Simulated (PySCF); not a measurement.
# C2H9GeNSi: the cost of one run

Programs: PySCF 2.14.0, with density-fitted response routines of our own. Each step states its level of theory. These are calculated values for one molecule in the gas phase, unless marked as measured. Atoms are numbered from 0 throughout.

## Step 1: The starting structure

14 atoms, charge 0, multiplicity 1; geometry from: PBE0-D3(BJ)/def2-SVP.

Bonds of the start (Å): C0–Ge1 1.95, Ge1–C2 1.98, C2–Si3 1.90, Si3–N4 1.74, N4–Ge1 1.86, C0–H5 1.10, C0–H6 1.10, C0–H7 1.10, Ge1–H8 1.55, C2–H9 1.10, C2–H10 1.10, Si3–H11 1.50, Si3–H12 1.50, N4–H13 1.01.

## Step 2: Core holes by ΔSCF: SCAN, X2C

What the job is given:

```
{"job": {"kind": "xps"}, "charge": 0, "multiplicity": 1}
C      2.051046    -0.044599     0.874656
Ge     0.638987    -0.503176    -0.385958
C     -1.140194    -0.900811     0.376915
Si    -1.774691     0.680068    -0.460170
N     -0.200336     0.970553    -1.144336
H      2.436196    -0.950913     1.366992
H      1.664882     0.642328     1.641185
H      2.886983     0.444553     0.352448
H      1.162677    -1.517385    -1.431926
H     -1.585409    -1.834447     0.003131
H     -1.169378    -0.905393     1.476208
H     -2.879070     0.462283    -1.452334
H     -2.263496     1.730270     0.494918
H      0.165156     1.711153    -1.728542
```

Level: delta-SCF UKS SCAN, pcX-2 on the ionised atom, pcseg-1 elsewhere, spin-free X2C.

Command:

```console
$ OMP_NUM_THREADS=1 python probes_run.py task.json out
```

The driver reads the jobs from task.json and runs them one after another.

**Question.** How long does this first job take on 1 thread of Arm Neoverse V1, shared host, and how much memory does it need?

About 43 s, with a peak of 0.69 GiB.
